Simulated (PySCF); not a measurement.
# H2Se (Hydrogen selenide): the cost of one run

Computed with PySCF 2.14.0, with density-fitted response routines of our own, on a single molecule in the gas phase. Atoms count from 0, in the outputs and in this text.

## 1. The starting structure

3 atoms, charge 0, multiplicity 1; geometry from: GFN2-xTB. The atoms were then displaced at random by about 0.03 Å, so the start is not that level's minimum.

Bonds of the start (Å): Se0–H1 1.45, Se0–H2 1.30.

## 2. Relaxing the molecule at PBE0-D3(BJ)/def2-SVP

The job: settings as JSON, then the geometry in Å.

```
{"job": {"xc": "PBE0", "basis": "def2-SVP", "d3": "d3bj", "grid": 1, "shake": 0.03, "kind": "geom"}, "charge": 0, "multiplicity": 1}
Se     0.072010     0.591140     0.007650
H     -1.039290    -0.345160    -0.027310
H      0.973840    -0.348260    -0.025330
```

The run is started by

```bash
OMP_NUM_THREADS=1 python probes_run.py task.json out
```

This one command runs all jobs of the session in turn.

**Question.** How long does this first job take on 1 thread of Arm Neoverse V1, shared host, and how much memory does it need?

About 2.3 s, with a peak of 0.23 GiB.
